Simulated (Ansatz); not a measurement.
# H: the cost of one run

Method: DFT PBE+D3(BJ), plane waves, PAW, scalar-relativistic, no spin polarisation, in Ansatz 0.2.0.

**1. The structure to begin with**

The cell holds 24 atoms (H24): a = 7.114 Å, b = 7.114 Å, c = 7.114 Å, α = 90.00°, β = 90.00°, γ = 90.00°.

Coordinates:

```xyz
24
Lattice="7.1138 0.0000 0.0000 0.0000 7.1138 0.0000 0.0000 0.0000 7.1138" Properties=species:S:1:pos:R:3 pbc="T T T"
H     0.8300    3.6082    4.3342
H     0.6953    3.3470    3.6582
H     6.3974    7.0950    1.4671
H     6.8490    6.5787    1.1969
H     2.5502    3.4403    4.5024
H     2.9858    3.0227    4.0789
H     6.0395    4.3193    6.1649
H     6.5630    4.5364    5.6936
H     7.0107    1.5663    2.9991
H     7.0013    1.5934    2.2624
H     0.6484    6.7524    3.9288
H    -0.0507    6.6483    3.7195
H     1.9220    1.0829    0.6416
H     1.3048    1.1684    0.2476
H     2.7223    4.0585    6.6105
H     2.1327    3.7136    6.3333
H     2.7398    6.4454    7.0734
H     2.8326    6.3536    6.3478
H     4.4890    2.3647    7.3007
H     4.6740    2.6502    6.6467
H     3.6266    4.9350    2.0985
H     3.5518    4.8399    1.3714
H     3.1730    3.1453    1.5885
H     3.0610    2.8777    0.9109
```

**2. Relaxing the start**

Contents of input.yaml:

```yaml
accuracy: low
crystal:
  lattice:
    - [7.113787, 0.0, 0.0]
    - [0.0, 7.113787, 0.0]
    - [0.0, 0.0, 7.113787]
  atoms:
    - { symbol: H, position: [0.1166775, 0.5072149, 0.6092642] }
    - { symbol: H, position: [0.0977384, 0.4704888, 0.5142345] }
    - { symbol: H, position: [0.8992962, 0.9973523, 0.2062312] }
    - { symbol: H, position: [0.9627779, 0.924784, 0.1682569] }
    - { symbol: H, position: [0.3584937, 0.4836137, 0.6329168] }
    - { symbol: H, position: [0.4197147, 0.4249108, 0.5733845] }
    - { symbol: H, position: [0.848982, 0.6071764, 0.8666173] }
    - { symbol: H, position: [0.9225805, 0.6376959, 0.8003606] }
    - { symbol: H, position: [0.9855026, 0.2201746, 0.4215838] }
    - { symbol: H, position: [0.9841899, 0.2239825, 0.3180372] }
    - { symbol: H, position: [0.0911463, 0.9491961, 0.5522762] }
    - { symbol: H, position: [-0.0071315, 0.9345713, 0.5228528] }
    - { symbol: H, position: [0.2701746, 0.1522277, 0.090191] }
    - { symbol: H, position: [0.1834205, 0.1642426, 0.034806] }
    - { symbol: H, position: [0.3826835, 0.5705111, 0.9292521] }
    - { symbol: H, position: [0.2998019, 0.522034, 0.8902809] }
    - { symbol: H, position: [0.3851332, 0.9060409, 0.9943166] }
    - { symbol: H, position: [0.3981816, 0.893136, 0.8923296] }
    - { symbol: H, position: [0.631034, 0.3324165, 1.02628] }
    - { symbol: H, position: [0.6570339, 0.3725381, 0.934343] }
    - { symbol: H, position: [0.5098056, 0.693724, 0.2949955] }
    - { symbol: H, position: [0.499277, 0.6803496, 0.1927781] }
    - { symbol: H, position: [0.4460414, 0.4421429, 0.2233034] }
    - { symbol: H, position: [0.4302845, 0.4045228, 0.1280428] }
basis:
  ecutwfc: 420.0
kpoints:
  mp_grid: { grid: [1, 1, 1] }
hamiltonian:
  xc: pbe
  dispersion: d3bj
scf:
  occupations: { method: fermi_dirac, width: 0.05 }
  lower_state_search: "off"
relax:
  f_tol: 0.3
  max_steps: 15
  adjacent_minimum: "off"
```

Launch:

```sh
ansatz run input.yaml --threads 1 --pin off --max-ram 3072MiB --backend cpu --events-out ev --progress --plain --runs-dir out
```

Q: Estimate wall time and peak memory on 1 thread of Arm Neoverse V1, shared host.

About 4.4 s, with a peak of 0.3 GiB.
